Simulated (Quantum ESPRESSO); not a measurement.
CoO in Quantum ESPRESSO: the effect of magnetic state

Crystal: CoO.

```
Co O
1.0
     0.00000    2.13150    2.13150
     2.13150    0.00000    2.13150
     2.13150    2.13150    0.00000
Co O
1 1
Direct
  0.00000 0.00000 0.00000
  0.50000 0.50000 0.50000
```

Alike in all runs:

| Property | Result |
| --- | --- |
| Program | Quantum ESPRESSO 7.5 |
| Task | single point |
| Functional | PBE |
| Potentials or basis | GBRV 1.5 PBE |
| Cutoff | 762 eV |
| Density cutoff | 6095 eV |
| k mesh | 8 × 8 × 8 |
| Occupations | gaussian, width 0.05 eV |
| Hubbard terms | Co d U = 2 eV |

Problem. One run gave: pressure -0.1 GPa. Which magnetic state did it use?
A. nm
B. fm
C. nm_spin

Solution. B.

```csv
magnetic state,spin,starting moments,fixed moment,pressure (GPa)
nm,no spin polarisation,-,-,-19.0
nm_spin,"collinear spin, zero start","[0.0, 0.0] μB",0 μB,-19.0
fm,"collinear spin, ferromagnetic start","[3.0, 0.0] μB",-,-0.1
```

Caveats: an odd number of electrons without spin polarisation forces a metal (some runs); a magnetic or distorted state may lie lower (some runs); U without spin polarisation on a metal has little footing (some runs); the total moment is fixed, so each spin has its own Fermi level (some runs); a cell with one magnetic atom can't hold antiferromagnetic order, which such compounds often take (some runs).
